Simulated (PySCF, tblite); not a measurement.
# C14H14F2Si: excited states

What do calculations give for the excited states of C14H14F2Si (`Cc1cccc(F)c1-c1c(F)ccc([SiH3])c1C`)?

Computed with tblite 0.8.0 and PySCF 2.14.0 and routines of our own; the level stands in each step. Atoms count from 0.

## Step 1: The system as given

31 atoms, charge 0, multiplicity 1; geometry from: force field or distance geometry start.

## Step 2: Geometry optimisation with GFN2-xTB

What the job is given:

```
{"job": {"kind": "relax", "xc": "GFN2-xTB", "basis": "xTB"}, "charge": 0, "multiplicity": 1}
C     -1.610500    -0.368700    -1.829200
C     -2.021100    -0.144300    -0.424900
C     -3.291100    -0.508400     0.020400
C     -3.664100    -0.287600     1.344500
C     -2.787000     0.255100     2.272500
C     -1.529300     0.602500     1.824500
F     -0.601700     1.156100     2.664500
C     -1.126000     0.414900     0.519500
C      0.189900     0.756500     0.012000
C      0.413500     2.013700    -0.503500
F     -0.601300     2.895300    -0.535300
C      1.686800     2.288900    -0.971800
C      2.703700     1.375000    -0.925300
C      2.455500     0.123300    -0.414100
Si     3.760900    -1.174400    -0.316000
C      1.188800    -0.183400     0.073900
C      0.870500    -1.533900     0.644500
H     -0.789700     0.304600    -2.066400
H     -2.515300    -0.181100    -2.445000
H     -1.322800    -1.437300    -1.914700
H     -4.008900    -0.936300    -0.689900
H     -4.665500    -0.566600     1.704500
H     -3.100800     0.408600     3.296900
H      1.920800     3.269300    -1.396700
H      3.705200     1.624400    -1.306700
H      4.734000    -0.829900    -1.342100
H      3.114600    -2.470600    -0.623200
H      4.324000    -1.260600     1.038100
H      1.787800    -1.877500     1.197400
H      0.022100    -1.497100     1.338200
H      0.745100    -2.201000    -0.231900
```

Launch:

```console
$ OMP_NUM_THREADS=1 python excited_run.py task.json out
```

One launch serves the whole session: the jobs run in the order shown.

What it wrote:

```text
step      E/eV     max force
  0   -1314.19556    1.995
  1   -1314.38086    0.756
  2   -1314.46836    0.716
  3   -1314.52851    0.414
  4   -1314.55321    0.313
  5   -1314.57751    0.297
  6   -1314.59689    0.273
  7   -1314.61349    0.277
  8   -1314.62381    0.240
  9   -1314.63139    0.172
 10   -1314.63790    0.186
 11   -1314.64337    0.135
 12   -1314.64756    0.120
 13   -1314.65112    0.123
 14   -1314.65498    0.138
 15   -1314.65941    0.158
 16   -1314.66376    0.151
 17   -1314.66721    0.125
 18   -1314.66942    0.103
 19   -1314.67080    0.099
 20   -1314.67201    0.089
 21   -1314.67357    0.097
 22   -1314.67562    0.120
 23   -1314.67773    0.086
 24   -1314.67938    0.078
 25   -1314.68064    0.057
 26   -1314.68190    0.071
 27   -1314.68316    0.077
 28   -1314.68404    0.055
 29   -1314.68455    0.043
 30   -1314.68499    0.062
 31   -1314.68560    0.058
 32   -1314.68639    0.069
 33   -1314.68723    0.064
 34   -1314.68797    0.065
 35   -1314.68868    0.081
 36   -1314.68943    0.068
 37   -1314.69024    0.063
 38   -1314.69109    0.067
 39   -1314.69192    0.064
 40   -1314.69270    0.058
 41   -1314.69338    0.050
 42   -1314.69400    0.053
 43   -1314.69466    0.065
 44   -1314.69553    0.072
 45   -1314.69664    0.068
 46   -1314.69782    0.064
 47   -1314.69888    0.052
 48   -1314.69977    0.060
 49   -1314.70060    0.056
 50   -1314.70134    0.047
 51   -1314.70194    0.046
 52   -1314.70241    0.039
 53   -1314.70283    0.042
 54   -1314.70322    0.038
 55   -1314.70360    0.042
 56   -1314.70401    0.051
 57   -1314.70446    0.042
 58   -1314.70496    0.044
 59   -1314.70546    0.038
 60   -1314.70604    0.051
 61   -1314.70679    0.070
 62   -1314.70773    0.069
 63   -1314.70856    0.051
 64   -1314.70911    0.047
 65   -1314.70951    0.041
 66   -1314.70998    0.047
 67   -1314.71052    0.041
 68   -1314.71099    0.034
 69   -1314.71131    0.038
 70   -1314.71155    0.030
 71   -1314.71182    0.029
 72   -1314.71217    0.038
 73   -1314.71255    0.041
 74   -1314.71291    0.048
 75   -1314.71324    0.039
 76   -1314.71353    0.030
 77   -1314.71376    0.029
 78   -1314.71395    0.035
 79   -1314.71413    0.045
 80   -1314.71436    0.042
 81   -1314.71467    0.029
 82   -1314.71496    0.029
 83   -1314.71516    0.027
 84   -1314.71537    0.034
 85   -1314.71559    0.030
 86   -1314.71583    0.031
 87   -1314.71606    0.029
 88   -1314.71631    0.032
 89   -1314.71663    0.037
 90   -1314.71705    0.039
 91   -1314.71748    0.051
 92   -1314.71787    0.051
 93   -1314.71828    0.044
 94   -1314.71865    0.049
 95   -1314.71887    0.077
 96   -1314.71929    0.038
 97   -1314.71962    0.031
 98   -1314.71999    0.034
 99   -1314.72036    0.035
100   -1314.72068    0.030
101   -1314.72100    0.031
102   -1314.72134    0.042
103   -1314.72174    0.049
104   -1314.72217    0.041
105   -1314.72253    0.033
106   -1314.72279    0.032
107   -1314.72301    0.026
108   -1314.72324    0.033
109   -1314.72346    0.031
110   -1314.72362    0.042
111   -1314.72380    0.024
112   -1314.72401    0.024
113   -1314.72417    0.022
114   -1314.72434    0.025
115   -1314.72447    0.022
116   -1314.72461    0.026
117   -1314.72480    0.026
118   -1314.72505    0.035
119   -1314.72533    0.033
120   -1314.72559    0.027
121   -1314.72582    0.030
122   -1314.72604    0.032
123   -1314.72628    0.041
124   -1314.72653    0.044
125   -1314.72675    0.035
126   -1314.72697    0.033
127   -1314.72717    0.028
128   -1314.72745    0.022
129   -1314.72761    0.026
130   -1314.72782    0.026
131   -1314.72796    0.026
132   -1314.72810    0.022
133   -1314.72824    0.021
134   -1314.72839    0.023
135   -1314.72855    0.023
136   -1314.72869    0.022
137   -1314.72882    0.023
138   -1314.72892    0.016
139   -1314.72901    0.014
140   -1314.72907    0.017
141   -1314.72915    0.018
142   -1314.72924    0.025
143   -1314.72934    0.028
144   -1314.72945    0.020
145   -1314.72954    0.014
146   -1314.72962    0.014
147   -1314.72969    0.018
148   -1314.72977    0.017
149   -1314.72983    0.014
150   -1314.72988    0.021
151   -1314.72994    0.016
152   -1314.73004    0.019
153   -1314.73013    0.022
154   -1314.73025    0.022
155   -1314.73036    0.019
156   -1314.73045    0.020
157   -1314.73054    0.015
158   -1314.73063    0.017
159   -1314.73072    0.021
160   -1314.73080    0.016
161   -1314.73087    0.022
162   -1314.73091    0.014
163   -1314.73095    0.012
164   -1314.73098    0.012
165   -1314.73104    0.019
166   -1314.73110    0.022
167   -1314.73117    0.014
168   -1314.73123    0.017
169   -1314.73130    0.017
170   -1314.73138    0.021
171   -1314.73146    0.024
172   -1314.73154    0.016
173   -1314.73162    0.014
174   -1314.73169    0.017
175   -1314.73177    0.020
176   -1314.73188    0.019
177   -1314.73202    0.019
178   -1314.73215    0.022
179   -1314.73228    0.022
180   -1314.73240    0.037
181   -1314.73255    0.039
182   -1314.73271    0.030
183   -1314.73289    0.020
184   -1314.73300    0.021
185   -1314.73313    0.019
186   -1314.73320    0.016
187   -1314.73326    0.018
188   -1314.73333    0.019
189   -1314.73341    0.023
190   -1314.73351    0.026
191   -1314.73360    0.018
192   -1314.73368    0.013
193   -1314.73373    0.014
194   -1314.73377    0.016
195   -1314.73382    0.015
196   -1314.73387    0.019
197   -1314.73394    0.020
198   -1314.73403    0.023
199   -1314.73415    0.022
200   -1314.73427    0.021
201   -1314.73438    0.020
202   -1314.73448    0.018
203   -1314.73458    0.017
204   -1314.73467    0.017
205   -1314.73476    0.020
206   -1314.73486    0.021
207   -1314.73499    0.026
208   -1314.73518    0.033
209   -1314.73538    0.033
210   -1314.73558    0.027
211   -1314.73578    0.029
212   -1314.73602    0.039
213   -1314.73635    0.055
214   -1314.73675    0.055
215   -1314.73713    0.046
216   -1314.73751    0.041
217   -1314.73781    0.037
218   -1314.73810    0.037
219   -1314.73835    0.041
220   -1314.73862    0.041
221   -1314.73892    0.042
222   -1314.73925    0.036
223   -1314.73958    0.033
224   -1314.73983    0.042
225   -1314.74008    0.038
226   -1314.74035    0.037
227   -1314.74061    0.038
228   -1314.74083    0.031
229   -1314.74104    0.032
230   -1314.74130    0.033
231   -1314.74157    0.032
232   -1314.74182    0.041
233   -1314.74212    0.041
234   -1314.74249    0.036
235   -1314.74294    0.031
236   -1314.74318    0.033
237   -1314.74364    0.042
238   -1314.74403    0.038
239   -1314.74440    0.031
240   -1314.74464    0.035
241   -1314.74478    0.041
242   -1314.74498    0.024
243   -1314.74514    0.020
244   -1314.74529    0.019
245   -1314.74538    0.018
246   -1314.74547    0.016
247   -1314.74554    0.012
248   -1314.74559    0.010
249   -1314.74562    0.010
```

Run time: 4 s. Hardware: 1 thread of Arm Neoverse V2, shared host.

Step by step: (not every step is listed)

| step | energy from step 0 (eV) | largest force (eV/Å) |
| --- | --- | --- |
| 0 | 0.0000 | 1.9951 |
| 1 | -0.1853 | 0.7555 |
| 2 | -0.2728 | 0.7164 |
| 3 | -0.3330 | 0.4139 |
| 4 | -0.3577 | 0.3128 |
| 5 | -0.3820 | 0.2967 |
| 6 | -0.4013 | 0.2734 |
| 7 | -0.4179 | 0.2766 |
| 8 | -0.4283 | 0.2405 |
| 31 | -0.4900 | 0.0576 |
| 54 | -0.5077 | 0.0379 |
| 77 | -0.5182 | 0.0292 |
| 100 | -0.5251 | 0.0302 |
| 123 | -0.5307 | 0.0407 |
| 146 | -0.5341 | 0.0141 |
| 169 | -0.5357 | 0.0169 |
| 192 | -0.5381 | 0.0132 |
| 215 | -0.5416 | 0.0461 |
| 238 | -0.5485 | 0.0378 |
| 244 | -0.5497 | 0.0189 |
| 245 | -0.5498 | 0.0184 |
| 246 | -0.5499 | 0.0160 |
| 247 | -0.5500 | 0.0121 |
| 248 | -0.5500 | 0.0104 |
| 249 | -0.5501 | 0.0097 |

Close pairs (by a distance rule), those that changed most:

```
    bond  before (Å)  after (Å)  change (Å)
C13–Si14       1.843      1.891      +0.047
 C16–H28       1.125      1.090      -0.034
   C7–C8       1.451      1.482      +0.031
  C8–C15       1.373      1.397      +0.024
  C0–H18       1.110      1.087      -0.023
 C16–H30       1.109      1.087      -0.022
  C0–H19       1.110      1.089      -0.021
  C3–H21       1.100      1.079      -0.021
```

The final coordinates are the input of the step that follows.

## Step 3: Infrared spectrum with GFN2-xTB

What the job is given:

```
{"job": {"kind": "ir", "xc": "GFN2-xTB", "basis": "xTB"}, "charge": 0, "multiplicity": 1}
C     -1.995103    -0.072376    -1.918233
C     -2.227433    -0.006830    -0.440174
C     -3.487863    -0.243997     0.092523
C     -3.716166    -0.181401     1.455495
C     -2.678072     0.115985     2.320135
C     -1.425699     0.348743     1.787316
F     -0.407202     0.638385     2.630134
C     -1.171777     0.297696     0.422305
C      0.189176     0.589506    -0.086588
C      0.427226     1.797015    -0.730435
F     -0.596708     2.666749    -0.895524
C      1.675950     2.143304    -1.203005
C      2.714560     1.251397    -1.017424
C      2.526711     0.028068    -0.381832
Si     4.014641    -1.116066    -0.154550
C      1.250113    -0.302938     0.082310
C      0.999144    -1.605947     0.778376
H     -1.955001     0.934725    -2.332324
H     -2.800863    -0.609763    -2.411608
H     -1.048992    -0.562136    -2.142521
H     -4.303358    -0.479882    -0.574996
H     -4.704425    -0.366125     1.847964
H     -2.823151     0.172300     3.387084
H      1.819570     3.092576    -1.694350
H      3.697936     1.515282    -1.377233
H      5.201692    -0.420281    -0.653775
H      3.820248    -2.345065    -0.933413
H      4.182746    -1.447257     1.261260
H      1.189462    -1.493828     1.846088
H     -0.034528    -1.923395     0.652619
H      1.655142    -2.384957     0.399007
```

What it wrote:

```text
mode    cm-1     km/mol
  1      31.5      0.79
  2      56.9      0.31
  3      61.6      0.54
  4      96.1      0.35
  5      97.9      1.11
  6     116.4      0.53
  7     126.7      0.20
  8     135.0      0.59
  9     149.1      0.38
 10     184.9      0.14
 11     217.4      1.44
 12     231.8      0.14
 13     264.3      1.08
 14     302.8      4.13
 15     319.9      3.29
 16     326.3      0.19
 17     345.0      9.79
 18     375.2      7.02
 19     440.2      4.46
 20     450.9      1.71
 21     486.9      2.15
 22     512.9     20.84
 23     515.8     29.84
 24     522.5      4.65
 25     528.8      6.34
 26     531.0      9.65
 27     568.0     50.14
 28     598.7     10.17
 29     606.1     25.47
 30     660.4      5.25
 31     687.7     10.22
 32     699.7      3.50
 33     732.7      2.48
 34     778.1    273.91
 35     785.5    159.10
 36     794.7    111.65
 37     801.4     20.60
 38     814.3    327.89
 39     829.2      8.04
 40     888.7      0.55
 41     910.5      0.76
 42     922.7      0.32
 43     964.3     36.28
 44     977.7     42.79
 45    1023.8     23.03
 46    1026.4      6.90
 47    1031.0     48.25
 48    1035.9     27.78
 49    1055.6      9.76
 50    1116.1      0.40
 51    1147.8      5.44
 52    1183.0      1.95
 53    1224.5     32.84
 54    1226.8     21.84
 55    1234.5      1.47
 56    1262.6     99.57
 57    1289.8     11.42
 58    1306.5      1.52
 59    1317.5      0.52
 60    1401.8      8.88
 61    1404.7      3.80
 62    1416.8      9.82
 63    1441.7     57.10
 64    1454.5     25.93
 65    1474.4      3.15
 66    1477.6      7.56
 67    1481.6     16.02
 68    1484.8     14.32
 69    1491.1      3.86
 70    1571.5     67.92
 71    1577.6     22.93
 72    1578.9     29.85
 73    1601.2     13.04
 74    2221.1    316.14
 75    2258.8    361.70
 76    2260.4    190.65
 77    3000.5      9.27
 78    3009.6     11.10
 79    3026.0     16.76
 80    3027.8     18.45
 81    3042.5     22.01
 82    3045.6     23.86
 83    3080.5     26.56
 84    3083.8     13.56
 85    3095.8     41.55
 86    3106.4     25.35
 87    3112.5     22.30
```

Wall time 2.8 s (1 thread of Arm Neoverse V2, shared host).

The strongest bands and the atoms that carry them (share of the mass-weighted mode):

```csv
cm⁻¹,km/mol,atoms
778,273.9,"H27 40 %, H26 39 %"
786,159.1,"H27 40 %, H25 28 %"
795,111.7,"H25 37 %, H26 30 %"
814,327.9,"H26 21 %, H25 21 %"
1263,99.6,"C9 19 %, C1 11 %, C13 10 %"
2221,316.1,H26 96 %
2259,361.7,"H25 53 %, H27 43 %"
2260,190.7,"H27 54 %, H25 43 %"
```

## Step 4: Excited states: TDA B3LYP/def2-SVP

The job, as its differences from that of step 3:

```diff
@@ -1,2 +1,2 @@
-{"job": {"kind": "ir", "xc": "GFN2-xTB", "basis": "xTB"}, "charge": 0, "multiplicity": 1}
+{"job": {"kind": "states", "xc": "B3LYP", "basis": "def2-SVP", "tda": true, "soc": true, "nstates": 8, "ntriplets": 5, "nquad": 4}, "charge": 0, "multiplicity": 1}
 C     -1.995103    -0.072376    -1.918233
```

Level: TDA B3LYP/def2-SVP excited states, vertical, gas phase, spin-orbit mean-field couplings.

What it wrote:

```text
coarse grid: 27680 points
cycle   1  E = -1030.1786153919  dE =  2.715e+00  |g| = 7.871e-01  |ddm| = 7.150e+00
cycle   2  E = -1030.0707609215  dE =  1.079e-01  |g| = 1.083e+00  |ddm| = 2.295e+00
cycle   3  E = -1030.3025522400  dE = -2.318e-01  |g| = 1.964e-01  |ddm| = 1.381e+00
cycle   4  E = -1030.3121023656  dE = -9.550e-03  |g| = 7.184e-02  |ddm| = 3.477e-01
cycle   5  E = -1030.3133308209  dE = -1.228e-03  |g| = 2.870e-02  |ddm| = 1.239e-01
cycle   6  E = -1030.3135238949  dE = -1.931e-04  |g| = 6.836e-03  |ddm| = 4.183e-02
cycle   7  E = -1030.3135338261  dE = -9.931e-06  |g| = 3.304e-03  |ddm| = 1.189e-02
cycle   8  E = -1030.3135368797  dE = -3.054e-06  |g| = 3.829e-04  |ddm| = 5.314e-03
final grid: 267256 points
cycle   9  E = -1030.4828737989  dE = -7.852e-05  |g| = 8.894e-03  |ddm| = 9.798e-02
cycle  10  E = -1030.4828583107  dE =  1.549e-05  |g| = 1.282e-02  |ddm| = 2.817e-02
cycle  11  E = -1030.4828916859  dE = -3.338e-05  |g| = 1.396e-03  |ddm| = 1.874e-02
cycle  12  E = -1030.4828920851  dE = -3.992e-07  |g| = 2.870e-04  |ddm| = 2.263e-03
cycle  13  E = -1030.4828920954  dE = -1.029e-08  |g| = 2.080e-04  |ddm| = 6.012e-04
cycle  14  E = -1030.4828921075  dE = -1.204e-08  |g| = 3.548e-05  |ddm| = 3.466e-04
cycle  15  E = -1030.4828921077  dE = -2.683e-10  |g| = 1.858e-05  |ddm| = 7.482e-05
converged SCF energy = -1030.4828921077

Singlet excitations
state   eV       nm        f     d(h-e)  d(exc)  Lambda  PR(NTO)  |dmu|/D   mu/D   main configurations
  1   5.1408   241.2   0.02220   0.138   3.472   0.713   1.949    0.310    1.216   H->L 0.41, H-2->L+1 0.18, H->L+1 0.12
  2   5.2566   235.9   0.01472   0.666   3.430   0.699   1.905    2.181    2.964   H-1->L 0.51, H->L 0.15, H-2->L+3 0.08
  3   5.5498   223.4   0.10431   1.469   4.354   0.736   1.616    4.884    5.565   H-2->L 0.34, H->L+1 0.24, H->L 0.21
  4   5.6355   220.0   0.03014   3.467   4.955   0.703   1.520   11.788   12.331   H-1->L+1 0.34, H->L+1 0.29, H-2->L 0.11
  5   5.7137   217.0   0.01018   0.316   4.692   0.756   2.369                     H-3->L 0.36, H->L+2 0.23, H-1->L+1 0.13
  6   5.7279   216.5   0.01538   2.066   4.735   0.730   2.791                     H-2->L 0.19, H-3->L+1 0.16, H->L+2 0.14
  7   5.8006   213.7   0.00792   0.973   4.564   0.746   1.945                     H-2->L+2 0.24, H-3->L 0.21, H-1->L 0.14
  8   5.8555   211.7   0.00532   1.482   4.574   0.715   2.341                     H-3->L+1 0.27, H-1->L+2 0.25, H-1->L+3 0.19

Triplet excitations (Tamm-Dancoff)
state   eV     d(h-e)  d(exc)  Lambda  PR(NTO)   main configurations
  1   4.0375   0.036   2.722   0.732   2.820   H-2->L 0.23, H->L+1 0.15, H->L 0.14
  2   4.1586   0.037   2.599   0.772   3.117   H->L+3 0.20, H-3->L 0.19, H-2->L+2 0.14
  3   4.5353   0.203   2.989   0.725   1.650   H->L 0.53, H-1->L+2 0.18, H-2->L 0.09
  4   4.5692   0.057   2.969   0.731   1.955   H-1->L 0.37, H-2->L 0.19, H->L+1 0.11
  5   4.6216   0.113   2.925   0.747   2.637   H-1->L 0.16, H->L+1 0.12, H->L+3 0.12
S1 - T1 = 1.1033 eV

Spin-orbit couplings |<S|Hso|T>| (cm-1)
             T1       T2       T3       T4       T5
S0        0.629    0.158    0.495    0.247    0.166
S1        0.659    0.355    0.153    0.357    0.332
S2        0.572    0.163    0.145    0.319    0.525
S3        0.241    0.755    0.371    0.638    0.518
S4        0.597    0.343    0.465    0.606    0.576
S5        0.459    0.343    0.573    0.461    0.431
S6        0.582    0.208    0.302    0.734    0.368
S7        0.651    0.158    1.041    0.575    0.428
S8        0.894    0.463    0.425    0.447    0.840
T1 sublevels (cm-1): 0.000 0.000 0.000   radiative rates (1/s): 0.0552 0.129 0.00388
```

Run time: 3.8 min. Hardware: 1 thread of Arm Neoverse V2, shared host; peak memory 1.6 GiB.

From this job:

```
  quantity    value
S1 less T1  1.10 eV
```

## Step 5: What came out

| quantity | value |
| --- | --- |
| strongest single infrared mode (GFN2-xTB) | 2259 cm⁻¹, 362 km/mol |
| zero-point energy (GFN2-xTB) | 143.2 kcal/mol |
| S1 less T1 (step 4, TDA B3LYP/def2-SVP) | 1.10 eV |

**Reading.** No mode is imaginary among the 87: a minimum at this level. GFN2-xTB is a fitted tight-binding method: band positions and strengths are rough. Its intensities can rank the bands wrongly. In step 4, the number of triplets below S1 is at least 5, and the largest singlet-triplet spin-orbit coupling is S7–T3, 1.04 cm⁻¹.
